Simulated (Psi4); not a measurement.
# BLYP/def2-TZVPP (core potential) run of CsBr (SMILES [Br][Cs])

What is the vertical singlet–triplet gap of CsBr at BLYP/def2-TZVPP (core potential)? 

Program for the calculation: Psi4 1.11.

3 further runs of the same task are left out: 2 that didn't finish, 1 set aside as unsound or not needed.

## (1) The structure to begin with

The species is CsBr (2 atoms), meant as a singlet with charge 0. SMILES: `[Br][Cs]`. Geometry: the measured bond length.

Bond lengths: Br1–Cs2 3.072 Å.

## (2) Energy and gradient at BLYP/def2-TZVPP (core potential)

calc.dat

```
memory 1600 mb

molecule m {
  Br
  Cs 1 3.072251
  symmetry c1
  no_reorient
  no_com
}

set basis def2-TZVPP
set puream true
set e_convergence 1e-09
set d_convergence 1e-08
set scf_type pk
set dft_radial_points 99
set dft_spherical_points 590

e_tot, wfn = gradient('blyp', return_wfn=True)
oeprop(wfn, 'MAYER_INDICES', 'LOWDIN_CHARGES', 'WIBERG_LOWDIN_INDICES', title='BLYP')
```

The run is started by

```bash
$ psi4 calc.dat calc.out -n 1
```

calc.out:

```text
[...]
    !!!  WARNING: ECP capability is in beta. Please check occupations closely.  !!!
[...]
  Running in c1 symmetry.
[...]
  Nuclear repulsion =   54.256901978728301
[...]
  Multiplicity = 1
[...]
  Nalpha       = 22
  Nbeta        = 22
[...]
    Number of basis functions: 84
[...]
   @RKS iter   1: -2593.85478051685413   -1.36206e+00   2.05235e-02 ADIIS/DIIS
[...]
   @RKS iter  11: -2594.38906640506275   -2.45564e-11   8.52536e-09 DIIS
[...]
    Orbital Energies [Eh]
    ---------------------
    Doubly Occupied:
       1A   -481.018818     2A    -61.714067     3A    -55.636998
       4A    -55.636942     5A    -55.636942     6A     -8.277828
       7A     -6.152127     8A     -6.151850     9A     -6.151850
      10A     -2.360409    11A     -2.360276    12A     -2.360276
      13A     -2.360008    14A     -2.359995    15A     -0.987467
      16A     -0.578382    17A     -0.494391    18A     -0.494391
      19A     -0.483148    20A     -0.168944    21A     -0.164136
      22A     -0.164136
[...]
  @RKS Final Energy: -2594.38906640506275
   => Energetics <=
    Nuclear Repulsion Energy =             54.2569019787283011
    One-Electron Energy =               -3727.4680944285860278
    Two-Electron Energy =                1173.3693640208639408
    DFT Exchange-Correlation Energy =     -94.5472379760689421
    Empirical Dispersion Energy =           0.0000000000000000
    VV10 Nonlocal Energy =                  0.0000000000000000
    Total Energy =                      -2594.3890664050627493
[...]
 Multipole Moments:
 ------------------------------------------------------------------------------------
     Multipole            Electronic (a.u.)      Nuclear  (a.u.)        Total (a.u.)
 ------------------------------------------------------------------------------------
 L = 1.  Multiply by 2.5417464519 to convert [e a0] to [Debye]
 Dipole X            :          0.0000001            0.0000000            0.0000001
 Dipole Y            :         -0.0000000            0.0000000           -0.0000000
 Dipole Z            :        112.0748397         -108.0274640            4.0473756
 Magnitude           :                                                    4.0473756
[...]
  -Total Gradient:
     Atom            X                  Y                   Z
    ------   -----------------  -----------------  -----------------
       1       -0.000000000441     0.000000000018     0.005190858632
       2        0.000000000442    -0.000000000018    -0.005295372749
[...]
```

Run time: 14 s. Hardware: 1 thread of Intel Xeon Platinum 8375C at 2.90GHz (Ice Lake), shared host; peak memory 0.55 GiB.

## (3) The triplet

run.py

```python
import psi4

psi4.set_memory(1600000000)
psi4.set_num_threads(1)
psi4.core.set_output_file('output.dat', False)

geom = psi4.geometry("""
0 3
Br     0.000000     0.000000     0.000000
Cs     0.000000     0.000000     3.072251
units angstrom
symmetry c1
no_reorient
no_com
""")

psi4.set_options({
    'basis': 'def2-TZVPP',
    'reference': 'uks',
    'puream': True,
    'e_convergence': 1e-09,
    'd_convergence': 1e-08,
    'scf_type': 'pk',
    'dft_radial_points': 99,
    'dft_spherical_points': 590,
    'maxiter': 200,
})

e_tot = psi4.gradient('blyp', molecule=geom)
print('gradient / Eh bohr^-1')
print(e_tot.np.round(6))
```

The run is started by

```bash
$ python run.py
```

output.dat:

```text
[...]
    !!!  WARNING: ECP capability is in beta. Please check occupations closely.  !!!
[...]
  Running in c1 symmetry.
[...]
  Nuclear repulsion =   54.256901978728301
[...]
  Multiplicity = 3
[...]
  Nalpha       = 23
  Nbeta        = 21
[...]
    Number of basis functions: 84
[...]
   @UKS iter   1: -2593.88307414126302   -1.39023e+00   1.85622e-02 ADIIS/DIIS
[...]
   @UKS iter  20: -2594.22913958744630   -1.36424e-12   5.89598e-09 DIIS
[...]
   @S^2 Observed:                2.001668963E+00
[...]
    Orbital Energies [Eh]
    ---------------------
    Alpha Occupied:
       1A   -481.203377     2A    -61.896866     3A    -55.825324
       4A    -55.817891     5A    -55.817891     6A     -8.460707
       7A     -6.348394     8A     -6.328214     9A     -6.328214
      10A     -2.553499    11A     -2.548409    12A     -2.548409
      13A     -2.533235    14A     -2.533222    15A     -1.000577
      16A     -0.751671    17A     -0.514366    18A     -0.501411
      19A     -0.501411    20A     -0.346288    21A     -0.307526
      22A     -0.307526    23A     -0.075541
    Alpha Virtual:
      24A     -0.025396    25A     -0.024854    26A     -0.024854
[...]
  @UKS Final Energy: -2594.22913958744630
   => Energetics <=
    Nuclear Repulsion Energy =             54.2569019787283011
    One-Electron Energy =               -3721.1103866200310222
    Two-Electron Energy =                1167.0221749562626883
    DFT Exchange-Correlation Energy =     -94.3978299024063432
    Empirical Dispersion Energy =           0.0000000000000000
    VV10 Nonlocal Energy =                  0.0000000000000000
    Total Energy =                      -2594.2291395874462978
[...]
 Multipole Moments:
 ------------------------------------------------------------------------------------
     Multipole            Electronic (a.u.)      Nuclear  (a.u.)        Total (a.u.)
 ------------------------------------------------------------------------------------
 L = 1.  Multiply by 2.5417464519 to convert [e a0] to [Debye]
 Dipole X            :          0.0000001            0.0000000            0.0000001
 Dipole Y            :         -0.0000003            0.0000000           -0.0000003
 Dipole Z            :        -52.6871194           52.2514168           -0.4357026
 Magnitude           :                                                    0.4357026
[...]
  -Total Gradient:
     Atom            X                  Y                   Z
    ------   -----------------  -----------------  -----------------
       1       -0.000000000183     0.000000000827     0.016809877224
       2        0.000000000183    -0.000000000821    -0.016919440172
[...]
```

The script printed:

```text
gradient / Eh bohr^-1
[[-0.        0.        0.01681 ]
 [ 0.       -0.       -0.016919]]
```

It took 16 s on 1 thread of Intel Xeon Platinum 8375C at 2.90GHz (Ice Lake), shared host; peak memory 0.55 GiB.

## (4) Results

At BLYP/def2-TZVPP (core potential):

```
                                        quantity           value
                           singlet: total energy  -2594.38907 Eh
                          singlet: dipole moment         10.29 D
                            singlet: HOMO energy        -4.47 eV
                            singlet: LUMO energy        -1.66 eV
                          singlet: HOMO–LUMO gap         2.80 eV
               singlet: largest force on an atom      0.272 eV/Å
                           triplet: total energy  -2594.22914 Eh
                          triplet: dipole moment          1.11 D
     triplet: HOMO energy (highest over α and β)        -2.06 eV
                                   triplet: ⟨S²⟩           2.002
               triplet: largest force on an atom      0.870 eV/Å
vertical energy of the triplet above the singlet        4.352 eV
```

In words: At this shape the triplet lies 4.35 eV (100 kcal/mol) above the singlet. The largest force (singlet) is 0.27 eV/Å: the shape isn't a stationary point for this species at this level.
